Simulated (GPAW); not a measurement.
Runs of GPAW 26.7.0 on TaAs. It takes space group I4_1md (No. 109, tetragonal). The conventional cell has a = 3.444 Å, b = 3.444 Å, c = 11.736 Å, α = 90.00°, β = 90.00°, γ = 90.00°. Around Ta (site symmetry 2mm) lie 6 As at 2.61 to 2.62 Å. As (site symmetry 2mm) has 6 Ta at 2.61 to 2.62 Å as nearest neighbours. The cell is a database's computed one.

```tsv
task	level	potentials or basis	k mesh	cutoff (eV)	smearing	response ecut	maxiter	response k mesh	response bands	kernels	mesh quality	gap on the mesh (eV)	pressure (GPa)	V0 of scaled cells (Å³/atom)	B0 (GPa)	largest force (eV/Å)
dielectric tensor	LDA	the program's PAW data sets (release 1.2.1) made for this functional, pw	7 × 7 × 7	400	fermi-dirac 0.001 eV	80 eV	150	7 × 7 × 7	58	["RPA"]	coarse	0.07	-	-	-	-
single point	PBEsol	PAW data sets generated in the run's folder for this functional, pw	11 × 11 × 11	600	fermi-dirac 0.05 eV	-	150	-	-	-	not flagged	none	-3.2	-	-	0.02
equation of state	PBEsol	PAW data sets generated in the run's folder for this functional, pw	11 × 11 × 11	600	fermi-dirac 0.05 eV	-	150	-	-	-	not flagged	-	-	(a)	193	-
single point	PBE	GPAW PAW data sets (gpaw-data 1.2.1), pw	9 × 9 × 9	450	fermi-dirac 0.05 eV	-	120	-	-	-	not flagged	none	(b)	-	-	0.02
equation of state	PBE	GPAW PAW data sets (gpaw-data 1.2.1), pw	7 × 7 × 7	600	fermi-dirac 0.05 eV	-	150	-	-	-	coarse	-	-	17.66	178	-
```

Alike in all rows: no spin polarisation; cell as given.

Fill in the values left out.

(a) 17.10; (b) 2.6.

Caveats: some runs use coarse meshes; the cell was scaled at fixed shape and fractional positions, which overstates the stiffness of a crystal with free parameters, most of all of layers and chains (some runs); the long-wavelength limit can be off by several per cent where d states take part (some runs); the gap is small at this level, which inflates the dielectric constant (some runs); spin-orbit coupling is left out, which moves the levels of the heavy elements (some runs); an odd mesh through Γ misses points on the zone boundary, where band edges often lie (some runs); the cutoff is short for stress and forces, so pressures can be off by a GPa or more (some runs).

A k mesh can miss the band edges, and the runs leave out spin-orbit coupling on As, Ta.

A gap of «none» marks a metal or a gap under the smearing width.

Not every run made on this cell is shown here.
